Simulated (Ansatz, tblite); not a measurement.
# The cluster Zn6O7: competing shapes

The task here is to estimate one member of a computed series from the others.

Method: relaxed with r2SCAN-D4/def2-SVP, singlet; program: Ansatz 0.2.0, Gaussian basis.

6 further runs of the same task are left out: 5 that didn't finish, 1 set aside as unsound or not needed.

## The starting structure

13 atoms, charge 0, spin multiplicity 1.

Atoms are counted from 1 here; the program's logs count them from 0.

Bond lengths: Zn1–O8 1.778 Å, Zn1–O9 1.989 Å, Zn1–O12 2.096 Å, Zn2–O7 1.827 Å, Zn2–O9 1.855 Å, Zn2–O11 2.217 Å, Zn3–O10 2.201 Å, Zn3–O12 1.830 Å, Zn3–O13 1.857 Å, Zn4–O9 1.902 Å, Zn4–O11 1.960 Å, Zn4–O12 1.866 Å, Zn5–O7 1.865 Å, Zn5–O10 1.966 Å, Zn5–O13 1.899 Å, Zn6–O7 2.105 Å, Zn6–O8 1.777 Å, Zn6–O13 1.986 Å and more. Angles: O8–Zn1–O9 127.0°, O8–Zn1–O12 123.4°, O9–Zn1–O12 91.9°, O7–Zn2–O9 139.9°, O7–Zn2–O11 105.4°, O9–Zn2–O11 91.8°, O10–Zn3–O12 105.9°, O10–Zn3–O13 91.8°, O12–Zn3–O13 138.5°, O9–Zn4–O11 98.8°, O9–Zn4–O12 102.3°, O11–Zn4–O12 115.1°, O7–Zn5–O10 115.7°, O7–Zn5–O13 102.5°, O10–Zn5–O13 98.3°, O7–Zn6–O8 123.2°, O7–Zn6–O13 91.7°, O8–Zn6–O13 127.8° and more.

A search from random starts with GFN1-xTB found 23 distinct shapes; 2 go on here. The structure above is candidate A, which lies 0.00 eV above the lowest at that level; B lies 0.53 eV above the lowest at that level.

The first run:

Input file in.yaml:

```yaml
crystal:
  periodic: [false, false, false]
  atoms:
    - {symbol: Zn, position_ang: [-1.471030, 1.468010, 0.213480]}
    - {symbol: Zn, position_ang: [-1.144000, -1.312030, -0.498980]}
    - {symbol: Zn, position_ang: [1.510570, 1.015820, 0.015020]}
    - {symbol: Zn, position_ang: [-0.394820, 0.674590, -2.016900]}
    - {symbol: Zn, position_ang: [1.398090, -1.511770, 0.669470]}
    - {symbol: Zn, position_ang: [-0.235790, -0.048840, 2.069320]}
    - {symbol: O, position_ang: [-0.385750, -1.889930, 1.060030]}
    - {symbol: O, position_ang: [-1.479050, 1.217160, 1.973740]}
    - {symbol: O, position_ang: [-2.028130, 0.167200, -1.184450]}
    - {symbol: O, position_ang: [1.749170, -0.839960, -1.144100]}
    - {symbol: O, position_ang: [0.543040, -1.043310, -1.911510]}
    - {symbol: O, position_ang: [0.244360, 1.998400, -0.867320]}
    - {symbol: O, position_ang: [1.693340, 0.104670, 1.622210]}
basis:
  gaussian: {orbitals: def2-SVP}
hamiltonian: {xc: r2scan, dispersion: d4}
scf: {lower_state_search: "off"}
output: {orbitals: {seedname: orbitals}}
relax: {f_tol: 0.03, max_steps: 70}
```

Run with:

```console
$ ansatz run in.yaml --threads 6 --pin off --events-out ev --progress --plain --max-ram 7833MiB
```

Among the steps run: Relaxing candidate A; Relaxing candidate B; Candidate B, PBE0-D4/def2-SVP; Candidate B, PBE-D4/def2-SVP; Candidate B, r2SCAN-D4/def2-SVP.

One table of the session follows, with a row left open; its other results are not shown here.

It belongs to the step «B against A». 

```
             level  B above A (kJ/mol)
          GFN1-xTB               +75.6
          GFN2-xTB              +409.7
   PBE-D4/def2-SVP              +210.7
r2SCAN-D4/def2-SVP              +227.6
  PBE0-D4/def2-SVP                   ?
```

Q: Estimate the row for PBE0-D4/def2-SVP from the others.

As computed: B above A (kJ/mol): +230.6. In the column «B above A (kJ/mol)» it lies between r2SCAN-D4/def2-SVP (+227.6) and GFN2-xTB (+409.7).

To keep in mind: A random search of this size may have missed the true lowest shape. Only singlets are compared; another spin may lie lower and prefer another shape.
